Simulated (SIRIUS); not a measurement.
# HfC3 (I4/mmm) in SIRIUS: reference runs

How does HfC3 come out in PBE? The cell is run as given.

Everything below comes from runs of SIRIUS 7.10.0. Logs are shortened: lines on timing, memory, paths and dates and some standing lists are left out, and cuts for length are marked. The log counts tension as positive stress, the text compression.

### Step 1. The crystal as given

The structure is tetragonal, space group I4/mmm (No. 139). Conventional cell: a = 3.151 Å, b = 3.151 Å, c = 7.892 Å, α = 90.00°, β = 90.00°, γ = 90.00°. Hf (site symmetry 4/mmm) is surrounded by 12 C at 2.23 to 2.52 Å. C (site symmetry -4m2) has 8 C at 2.23 to 2.52 Å and 4 Hf at 2.52 Å as nearest neighbours. Around C (site symmetry 4/mmm) lie 4 Hf at 2.23 Å and 8 C at 2.52 Å.

The cell was built by a generator and needn't be a form met in nature.

### Step 2. Single point, PBE

Contents of sirius.json:

```json
{
  "control": {
    "processing_unit": "cpu",
    "verbosity": 2,
    "num_bands_to_print": 20,
    "print_forces": true,
    "print_stress": true
  },
  "parameters": {
    "electronic_structure_method": "pseudopotential",
    "xc_functionals": ["XC_GGA_X_PBE", "XC_GGA_C_PBE"],
    "gk_cutoff": 9.1,
    "pw_cutoff": 18.2,
    "ngridk": [12, 12, 12],
    "shiftk": [0, 0, 0],
    "smearing": "fermi_dirac",
    "smearing_width": 0.0018374661,
    "num_bands": 20,
    "num_mag_dims": 0,
    "num_dft_iter": 100,
    "energy_tol": 1e-08,
    "density_tol": 1e-06
  },
  "iterative_solver": {
    "type": "davidson",
    "min_tolerance": 1e-09,
    "tolerance_scale": [0.1, 0.25]
  },
  "mixer": {
    "type": "anderson",
    "beta": 0.7,
    "max_history": 8
  },
  "settings": {
    "tol_ne": 1e-10,
    "pseudo_grid_cutoff": 6.5
  },
  "unit_cell": {
    "lattice_vectors": [
      [-2.977055639474, 2.977055639474, 7.457218335737],
      [2.977055639474, -2.977055639474, 7.457218335737],
      [2.977055639474, 2.977055639474, -7.457218335737]
    ],
    "atom_coordinate_units": "lattice",
    "atom_types": ["Hf", "C"],
    "atom_files": {
      "C": "C.json",
      "Hf": "Hf.json"
    },
    "atoms": {
      "Hf": [
        [0.0, 0.0, 0.0]
      ],
      "C": [
        [0.75, 0.25, 0.5],
        [0.25, 0.75, 0.5],
        [0.5, 0.5, 0.0]
      ]
    }
  }
}
```

Potentials or basis: PseudoDojo 0.4.1 PBE standard (scalar relativistic).

Command:

```
> upf_to_json C.upf
> upf_to_json Hf.upf
> OMP_NUM_THREADS=1 sirius.scf --input=sirius.json --output=out.json --task=0
```

Standard output:

```text
[info] SIRIUS version : 7.10.0
[info] number of MPI ranks           : 1
[info] MPI grid                      : 1 1
[info] maximum number of OMP threads : 1
[fft] FFT context for density and potential
[fft] =====================================
[fft]   comm size                             : 1
[fft]   plane wave cutoff                     : 18.2
[fft]   grid size                             : 54 54 54   total : 157464
[fft]   grid limits                           : -26 27   -26 27   -26 27
[fft]   number of G-vectors within the cutoff : 13478
[fft]   local number of G-vectors             : 13478
[fft]   number of G-shells                    : 1979
[fft] FFT context for coarse grid
[fft] =====================================
[fft]   comm size                             : 1
[fft]   plane wave cutoff                     : 18.2
[fft]   grid size                             : 54 54 54   total : 157464
[fft]   grid limits                           : -26 27   -26 27   -26 27
[fft]   number of G-vectors within the cutoff : 13478
[fft]   local number of G-vectors             : 13478
[fft]   number of G-shells                    : 1979
[unit cell] lattice vectors
[unit cell]   a1 :      -2.9770556395      2.9770556395      7.4572183357
[unit cell]   a2 :       2.9770556395     -2.9770556395      7.4572183357
[unit cell]   a3 :       2.9770556395      2.9770556395     -7.4572183357
[unit cell] reciprocal lattice vectors
[unit cell]   b1 :       0.0000000000      1.0552683705      0.4212821071
[unit cell]   b2 :       1.0552683705      0.0000000000      0.4212821071
[unit cell]   b3 :       1.0552683705      1.0552683705      0.0000000000
[unit cell] unit cell volume :       264.36913676 [a.u.^3]
[unit cell] 1/sqrt(omega)    :         0.06150276
[unit cell] MT volume        :         0.00000000 ( 0.00%)
[unit cell] IT volume        :       264.36913676 (100.00%)
[unit cell] number of atom types : 2
[unit cell] type id : 0 symbol : Hf mt_radius :  16.550000 num_atoms : 1
[unit cell] type id : 1 symbol :  C mt_radius :  12.470000 num_atoms : 3
[unit cell] total number of atoms : 4
[unit cell] number of symmetry classes : 3
[unit cell] number of PAW atoms : 0
[unit cell] atom id  type id  class id             position                      vector_field
[unit cell] ------------------------------------------------------------------------------------------
[unit cell]      0        0        0      0.00000   0.00000   0.00000      0.00000   0.00000   0.00000
[unit cell]      1        1        1      0.75000   0.25000   0.50000      0.00000   0.00000   0.00000
[unit cell]      2        1        1      0.25000   0.75000   0.50000      0.00000   0.00000   0.00000
[unit cell]      3        1        2      0.50000   0.50000   0.00000      0.00000   0.00000   0.00000
[unit cell] atom id         position (Cartesian, a.u.)
[unit cell] ---------------------------------------------
[unit cell]      0       0.000000    0.000000    0.000000
[unit cell]      1      -0.000000    2.977056    3.728609
[unit cell]      2       2.977056    0.000000    3.728609
[unit cell]      3       0.000000    0.000000    7.457218
[unit cell] class id : 0 atom id : 0
[unit cell] class id : 1 atom id : 1 2
[unit cell] class id : 2 atom id : 3
[unit cell] minimum bond length:     4.210192
[unit cell] total number of pseudo wave-functions: 22
[sym] space group number   : 139
[sym] international symbol : I4/mmm
[... 300 lines left out ...]
[diagonalize] ik:    2   -1.742390   -0.597543   -0.593021   -0.586564   -0.036031    0.160403    0.250729    0.323535    0.378078    0.384021    0.437586    0.452026    0.508754    0.623429    0.657632    0.657886    0.693207    0.740817    0.741425    0.746721
[diagonalize] ik:    3   -1.742158   -0.598648   -0.597064   -0.585855   -0.014284    0.164044    0.212538    0.322623    0.366394    0.392646    0.428936    0.463960    0.520328    0.620152    0.622943    0.637833    0.680815    0.738308    0.746977    0.773409
[diagonalize] ik:    4   -1.741926   -0.604019   -0.596665   -0.585141    0.013623    0.149734    0.197560    0.300393    0.376595    0.381900    0.438940    0.486419    0.513938    0.583223    0.602249    0.631472    0.692622    0.734311    0.752997    0.789270
[diagonalize] ...
[diagonalize] ik:  158   -1.742375   -0.599484   -0.593162   -0.586724    0.022079    0.065967    0.243168    0.387604    0.391166    0.448045    0.471317    0.480683    0.497505    0.549141    0.595902    0.604165    0.636285    0.699116    0.738944    0.750108
[diagonalize] ik:  159   -1.742481   -0.599902   -0.588913   -0.588700    0.017578    0.056554    0.268140    0.359069    0.419606    0.425868    0.494220    0.508637    0.516785    0.526740    0.595923    0.605401    0.636494    0.702185    0.707378    0.722284
[diagonalize] ik:  160   -1.742543   -0.600093   -0.589008   -0.587266    0.012019    0.055533    0.276574    0.385258    0.387747    0.419923    0.502511    0.521766    0.527043    0.543523    0.578451    0.607407    0.627862    0.694501    0.708749    0.717469
[diagonalize] ik:  161   -1.742605   -0.600207   -0.587454   -0.587454    0.001627    0.060058    0.291601    0.386434    0.386434    0.400385    0.515131    0.534156    0.534156    0.543846    0.587266    0.615542    0.615542    0.668738    0.715023    0.715023
[diagonalize] ik:  162   -1.742604   -0.600366   -0.587467   -0.587467    0.013082    0.046838    0.289946    0.387597    0.387597    0.406742    0.538911    0.538911    0.539137    0.548893    0.552620    0.608189    0.608189    0.668988    0.712665    0.712665
[find] Charges and magnetic moments
[find] --------------------------------------------------------------------------------
[find] total charge          : 24.000000
[find] Energy
[find] --------------------------------------------------------------------------------
[find] valence_eval_sum               :      -2.41409008
[find] <rho|V^{XC}>                   :     -15.81285148
[find] <rho|E^{XC}>                   :     -20.40440032
[find] <mag|B^{XC}>                   :       0.00000000
[find] <rho|V^{H}>                    :      15.33394233
[find] one-electron contribution      :      -1.93518093 (Ha),      -3.87036186 (Ry)
[find] hartree contribution           :       7.66697117
[find] xc contribution                :     -20.40440032
[find] ewald contribution             :     -59.55055210
[find] PAW contribution               :       0.00000000
[find] smearing (-TS)                 :      -0.00057786
[find] SCF correction                 :       0.00000536
[find] Total energy                   :     -74.22315683 (Ha),    -148.44631366 (Ry)
[find] Free energy (E-TS)             :     -74.22373468 (Ha),    -148.44746937 (Ry)
[find] band gap (eV)                  :       0.00000000
[find] Efermi                         :       0.50112504
[find] iteration : 11, RMS : 4.967588446900e-07, energy difference : 4.327333158471e-09
[find] Hartree energy of density residual : 4.806302166312e-11
[find] bands are converged : true
[find] iterative solver converged : true
[find] converged after 12 SCF iterations!
[find] Charges and magnetic moments
[find] --------------------------------------------------------------------------------
[find] total charge          : 24.000000
[find] Energy
[find] --------------------------------------------------------------------------------
[find] valence_eval_sum               :      -2.41409008
[find] <rho|V^{XC}>                   :     -15.81285148
[find] <rho|E^{XC}>                   :     -20.40440032
[find] <mag|B^{XC}>                   :       0.00000000
[find] <rho|V^{H}>                    :      15.33394233
[find] one-electron contribution      :      -1.93518093 (Ha),      -3.87036186 (Ry)
[find] hartree contribution           :       7.66697117
[find] xc contribution                :     -20.40440032
[find] ewald contribution             :     -59.55055210
[find] PAW contribution               :       0.00000000
[find] smearing (-TS)                 :      -0.00057786
[find] SCF correction                 :       0.00000536
[find] Total energy                   :     -74.22315683 (Ha),    -148.44631366 (Ry)
[find] Free energy (E-TS)             :     -74.22373468 (Ha),    -148.44746937 (Ry)
[find] band gap (eV)                  :       0.00000000
[find] Efermi                         :       0.50112504
[ground_state] === stress tensor components [kbar] ===
[ground_state] === stress_kin ===
[ground_state] -19022.497992   -0.000000   -0.000000
[ground_state]    -0.000000-19022.497992    0.000000
[ground_state]    -0.000000    0.000000-18731.440074
[ground_state] === stress_har ===
[ground_state] -3905.758239   -0.000000   -0.000000
[ground_state]    -0.000000-3905.758239    0.000000
[ground_state]    -0.000000    0.000000 -720.873222
[ground_state] === stress_ewald ===
[ground_state] 20015.145869    0.000000    0.000000
[ground_state]     0.00000020015.145869   -0.000000
[ground_state]     0.000000   -0.00000026242.100098
[ground_state] === stress_vloc ===
[ground_state]  3046.376825    0.000000   -0.000000
[ground_state]     0.000000 3046.376825    0.000000
[ground_state]    -0.000000    0.000000-6610.609441
[ground_state] === stress_xc ===
[ground_state] -4904.692698   -0.000000   -0.000000
[ground_state]    -0.000000-4904.692698    0.000000
[ground_state]    -0.000000    0.000000-4884.975241
[ground_state] === stress_core ===
[ground_state] 10256.050256    0.000000    0.000000
[ground_state]     0.00000010256.050256   -0.000000
[ground_state]     0.000000   -0.00000010243.743011
[ground_state] === stress_nonloc ===
[ground_state] -5489.151412   -0.000000   -0.000000
[ground_state]    -0.000000-5489.151412    0.000000
[ground_state]    -0.000000    0.000000-5542.582110
[ground_state] === stress_us_nl ===
[ground_state] -5489.151412   -0.000000   -0.000000
[ground_state]    -0.000000-5489.151412    0.000000
[ground_state]    -0.000000    0.000000-5542.582110
[ground_state] === stress_total ===
[ground_state]    -4.527392    0.000000   -0.000000
[ground_state]     0.000000   -4.527392    0.000000
[ground_state]    -0.000000    0.000000   -4.636977
[ground_state] ==== total Forces in Ha/bohr =====
[ground_state] atom:    0, force:       0.0000000      0.0000000      0.0000000
[ground_state] atom:    1, force:       0.0000000     -0.0000000      0.0000000
[ground_state] atom:    2, force:       0.0000000      0.0000000     -0.0000000
[ground_state] atom:    3, force:       0.0000000      0.0000000      0.0000000
[ground_state] ==== ultrasoft contribution from Qij =====
[ground_state] atom:    0, force:       0.0000000      0.0000000      0.0000000
[ground_state] atom:    1, force:       0.0000000      0.0000000      0.0000000
[ground_state] atom:    2, force:       0.0000000      0.0000000      0.0000000
[ground_state] atom:    3, force:       0.0000000      0.0000000      0.0000000
[ground_state] ==== non-local contribution from Beta-projector =====
[ground_state] atom:    0, force:       0.0000000      0.0000000      0.0000000
[ground_state] atom:    1, force:       0.0000000     -0.0000000      0.0000000
[ground_state] atom:    2, force:       0.0000000      0.0000000      0.0000000
[ground_state] atom:    3, force:       0.0000000      0.0000000      0.0000000
[ground_state] ==== contribution from local potential =====
[ground_state] atom:    0, force:       0.0000000      0.0000000      0.0000000
[ground_state] atom:    1, force:       0.0000000     -0.0000000      0.0000000
[ground_state] atom:    2, force:       0.0000000      0.0000000     -0.0000000
[ground_state] atom:    3, force:       0.0000000      0.0000000      0.0000000
[ground_state] ==== contribution from core density =====
[ground_state] atom:    0, force:       0.0000000      0.0000000      0.0000000
[ground_state] atom:    1, force:       0.0000000     -0.0000000      0.0000000
[ground_state] atom:    2, force:       0.0000000      0.0000000      0.0000000
[ground_state] atom:    3, force:       0.0000000      0.0000000      0.0000000
[ground_state] ==== Ewald forces from ions =====
[ground_state] atom:    0, force:       0.0000000      0.0000000      0.0000000
[ground_state] atom:    1, force:      -0.0000000      0.0000000      0.0000000
[ground_state] atom:    2, force:       0.0000000      0.0000000      0.0000000
[ground_state] atom:    3, force:       0.0000000      0.0000000      0.0000000
[~DFT_ground_state] local op. applied: 94375
[~DFT_ground_state] evp. work count: 20177.9
[~DFT_ground_state] number of iterative solver steps: 5482
```

Wall time 6.7 min (1 thread of Arm Neoverse V1, shared host); peak memory 1.4 GiB.

Results:

| Item | Value |
| --- | --- |
| Free energy | -2019.7307 eV |
| Pressure | 0.5 GPa |
| Band gap on the k mesh | none (metal or under the smearing width) |

The run has no spin-orbit coupling, so splittings on Hf are missing.
